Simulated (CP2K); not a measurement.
The system is AlIn.

```
Al In
1.0
     3.05413    0.00000    0.00000
    -1.52707    2.64496    0.00000
     0.00000    0.00000    5.82802
Al In
1 1
Cartesian
  0.0000 0.0000 0.0000
  0.0000 0.0000 2.9140
```

The cell was built by a generator and needn't be a form met in nature.

Base run:

| Item | Value |
| --- | --- |
| Program | CP2K 2026.2 |
| Functional | TPSS |
| Potentials or basis | POTENTIAL_UZH Al GTH-PBE-q3, In GTH-PBE-q13; TZVP-MOLOPT-PBE-GTH basis |
| Density cutoff | 9184 eV |
| k mesh | 10 × 10 × 5 |
| Occupations | fermi-dirac, width 0.05 eV |
| Spin | no spin polarisation |

Its results: band gap on the k mesh none (metal or under the smearing width); pressure -1.5 GPa.

Task: The run is repeated on the same cell with these changes: functional from TPSS to PW91. What comes out?

Result: Band gap on the k mesh none (metal or under the smearing width); pressure 0.3 GPa.

Caveats: the potentials were made for another functional, which shifts forces and pressure; the basis of atomic orbitals isn't converged, which shifts pressures, moduli and gaps.

Not every run made on this cell is shown here.
